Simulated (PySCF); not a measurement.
# SrGa: changing the method

Starting from one script, swap the method and compare what comes out for SrGa.

Method: each script names its method and basis; program: PySCF 2.14.0.

6 further runs of the same task are left out: 1 for a known fault of the program, 5 that didn't finish.

### 1 The starting structure

SrGa: 2 atoms, charge 0, spin multiplicity 2.

Bond lengths: Sr1–Ga2 2.915 Å.

### 2 The base run

Contents of input.py:

```python
from pyscf import gto, scf, mp

mol = gto.M(
    atom='Sr 0 0 0; Ga 0 0 2.915',
    basis='lanl2dz',
    ecp={'Sr': 'lanl2dz', 'Ga': 'lanl2dz'},
    charge=0,
    spin=1,
    verbose=4,
)
mf = scf.UHF(mol)
mf.kernel()
mp.MP2(mf).kernel()
mf.dip_moment()
print('orbital energies (hartree):', [e[max(0, n-3):n+3].round(4) for e, n in zip(mf.mo_energy, mol.nelec)])
```

On the command line:

```console
> python input.py
```

Its log is not repeated here.

Base result: E(SCF) = -31.906605 Eh, E(MP2) − E(SCF) = -0.03630 Eh, ⟨S²⟩ = 0.767, μ = 8.80 D (of the SCF density).

The bond length is a typed value, not an optimised one.

### 3 ROHF

Edit 1 changes SCF type: UHF → ROHF.

Contents of input.py:

```python
from pyscf import gto, scf, mp

mol = gto.M(
    atom='Sr 0 0 0; Ga 0 0 2.915',
    basis='lanl2dz',
    ecp={'Sr': 'lanl2dz', 'Ga': 'lanl2dz'},
    charge=0,
    spin=1,
    verbose=4,
)
mf = scf.ROHF(mol)
mf.kernel()
mp.MP2(mf).kernel()
mf.dip_moment()
print('orbital energies (hartree):', mf.mo_energy[..., max(0, mol.nelec[1]-3):mol.nelec[0]+3].round(4))
```

On the command line:

```console
> python input.py
```

### 4 CASCI (ROHF)

Edit 2 changes step after the SCF: mp2 → casci; SCF type: UHF → ROHF; active space: none → 7 electrons in 6 orbitals.

Contents of input.py:

```python
from pyscf import gto, scf, mcscf

mol = gto.M(
    atom='Sr 0 0 0; Ga 0 0 2.915',
    basis='lanl2dz',
    ecp={'Sr': 'lanl2dz', 'Ga': 'lanl2dz'},
    charge=0,
    spin=1,
    verbose=4,
)
mf = scf.ROHF(mol)
mf.kernel()
mc = mcscf.CASCI(mf, 6, 7)
mc.kernel()
mc.analyze()
mf.dip_moment()
print('orbital energies (hartree):', mf.mo_energy[..., max(0, mol.nelec[1]-3):mol.nelec[0]+3].round(4))
```

### 5 SCF alone

Edit 3 changes step after the SCF: mp2 → none.

Edit input.py of step 2 so:

```diff
@@ -1,2 +1,2 @@
-from pyscf import gto, scf, mp
+from pyscf import gto, scf
 
@@ -12,3 +12,2 @@
 mf.kernel()
-mp.MP2(mf).kernel()
 mf.dip_moment()
```

**Question.** What will these runs give? Wanted: for each run, E(SCF); from base; gap, α spin; SCF dipole; after the SCF.

**Answer**, as computed:

```csv
run,E(SCF) (hartree),from base (eV),cycles,"gap, α spin (eV)",SCF dipole (D),after the SCF
base,-31.906605,0,19,1.75,8.80,MP2 correlation -0.988 eV
ROHF,-31.906909,-0.0083,16,n/a,8.78,MP2 correlation -1.087 eV
CASCI (ROHF),-31.906909,-0.0083,16,n/a,8.78,CASCI correlation -2.509 eV
SCF alone,-31.906605,0.0000,19,1.75,8.80,n/a
```

Total energies from different bases, Hamiltonians or methods carry different errors, so properties are taken as differences within one set-up.
